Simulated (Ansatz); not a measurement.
# C₂H₈AlNO: up Jacob's ladder to CCSD(T)

How much do the methods differ for C₂H₈AlNO? The plan is to run it at one geometry with functionals of several rungs and with coupled cluster, and see how far each lands from CCSD(T) at the basis-set limit for the atomisation energy.

Method: functionals in def2-TZVPP, the program's frozen cores in correlated methods; program: Ansatz 0.2.0, Gaussian basis.

The runs, in order: LDA (SPW92), PBE-D4, revPBE-D4, BLYP-D4, r2SCAN-D4, B97M-V, PBE0-D4, B3LYP-D4, r2SCANh-D4, r2SCAN0-D4, HSE06-D4, BHLYP-D4, CAM-B3LYP-D4, LC-ωPBE, ωB97X-V, ωB97M-V, B2PLYP, PBE-QIDH; CCSD(T)/def2-SVP; CCSD(T)/def2-TZVPP; MP2/def2-QZVPP; extrapolation to the limit; RPA on PBE.

### 1 The relaxed structure

The geometry comes from an earlier relaxation with PBE0-D4 in a triple-zeta def2 set; it is a stationary point, not always the lowest conformer.

13 atoms, charge 0, spin multiplicity 1.

Atoms are counted from 1 here; the program's logs count them from 0.

Bond lengths: C1–C2 1.529 Å, C1–H6 1.094 Å, C1–H7 1.094 Å, C1–H8 1.094 Å, C2–Al3 1.950 Å, C2–H9 1.097 Å, C2–H10 1.097 Å, Al3–N4 1.772 Å, Al3–O5 1.701 Å, N4–H11 1.006 Å, N4–H12 1.007 Å, O5–H13 0.955 Å. Angles: C2–C1–H6 112.2°, C2–C1–H7 111.7°, C2–C1–H8 111.7°, H6–C1–H7 107.0°, H6–C1–H8 107.0°, H7–C1–H8 106.9°, C1–C2–Al3 115.3°, C1–C2–H9 110.2°, C1–C2–H10 110.2°, Al3–C2–H9 108.0°, Al3–C2–H10 108.0°, H9–C2–H10 104.5°, C2–Al3–N4 120.7°, C2–Al3–O5 118.6°, N4–Al3–O5 120.6°, Al3–N4–H11 126.6°, Al3–N4–H12 123.5°, H11–N4–H12 109.9° and more.

### 2 LDA

This LDA is Slater exchange with PW92 correlation.

The input, in.yaml:

```yaml
crystal:
  periodic: [false, false, false]
  atoms:
    - {symbol: C, position_ang: [-1.239462, 0.437734, 1.337055]}
    - {symbol: C, position_ang: [0.101410, 0.927352, 0.788732]}
    - {symbol: Al, position_ang: [0.817071, -0.103324, -0.704228]}
    - {symbol: N, position_ang: [-0.060730, -1.504957, -1.339308]}
    - {symbol: O, position_ang: [2.302678, 0.369838, -1.383865]}
    - {symbol: H, position_ang: [-1.592944, 1.051042, 2.171583]}
    - {symbol: H, position_ang: [-1.176455, -0.591813, 1.701120]}
    - {symbol: H, position_ang: [-2.021123, 0.457432, 0.572157]}
    - {symbol: H, position_ang: [0.854815, 0.938678, 1.585805]}
    - {symbol: H, position_ang: [0.021142, 1.974091, 0.471058]}
    - {symbol: H, position_ang: [0.224898, -2.097021, -2.101417]}
    - {symbol: H, position_ang: [-0.942273, -1.822758, -0.970154]}
    - {symbol: H, position_ang: [2.731573, -0.070995, -2.113837]}
basis:
  gaussian: {orbitals: def2-TZVPP}
hamiltonian: {xc: lda}
output: {orbitals: {seedname: orbitals}}
```

After this run come: PBE-D4 (GGA); revPBE-D4 (GGA); BLYP-D4 (GGA); r2SCAN-D4 (meta-GGA); B97M-V (meta-GGA); PBE0-D4 (hybrid); B3LYP-D4 (hybrid); r2SCANh-D4 (hybrid); r2SCAN0-D4 (hybrid); HSE06-D4 (hybrid); BHLYP-D4 (hybrid); CAM-B3LYP-D4 (range-separated); LC-ωPBE-D4 (range-separated); ωB97X-V (range-separated); ωB97M-V (range-separated); B2PLYP (double hybrid); PBE-QIDH (double hybrid); CCSD(T) in def2-SVP; CCSD(T) in def2-TZVPP; MP2 in def2-QZVPP; RPA on PBE orbitals.

Q: Predict the results of all the runs planned. Wanted: atomisation energy, CCSD(T)/CBS; farthest beyond LDA; mean size of error, GGA; mean size of error, meta-GGA; mean size of error, hybrid; mean size of error, range-separated; mean size of error, double hybrid; gap, smallest and largest; T1 diagnostic.

**Answer**, as computed:

```
                               quantity                                                                 value
        atomisation energy, CCSD(T)/CBS                                                             50.735 eV
    functionals within 0.254 eV (0.5 %)  BLYP-D4, r2SCAN-D4, B97M-V, B3LYP-D4, CAM-B3LYP-D4, ωB97X-V, ωB97M-V
                    farthest beyond LDA                                                  BHLYP-D4 (-1.510 eV)
                mean size of error, GGA                                                              0.478 eV
           mean size of error, meta-GGA                                                              0.121 eV
             mean size of error, hybrid                                                              0.576 eV
    mean size of error, range-separated                                                              0.130 eV
      mean size of error, double hybrid                                                              0.599 eV
              gap, smallest and largest                                 5.04 eV (BLYP-D4), 12.38 eV (LC-ωPBE)
                          T1 diagnostic                                                                0.0105
triples share of the correlation energy                                                                 3.5 %
```

In words: LDA overbinds by 6.543 eV (13 %). PBE-D4 is off by +0.533 eV. Double hybrids carry the basis error of their MP2 part in triple zeta, and no dispersion term here, so their miss is partly the set-up's. The rungs meta-GGA, range-separated miss on average by less than the doubt on the reference (0.254 eV), so they tie. Misses under about 0.254 eV are within the doubt on the reference itself, which lacks core-valence correlation, relativity and higher excitations. Hartree-Fock recovers 73 % of the binding; the rest is correlation. CCSD(T) in def2-SVP is off by -3.065 eV, worse than the median functional, from the basis alone. The gap grows from 5.0 to 12.4 eV across the functionals, mostly with the share of exact exchange.
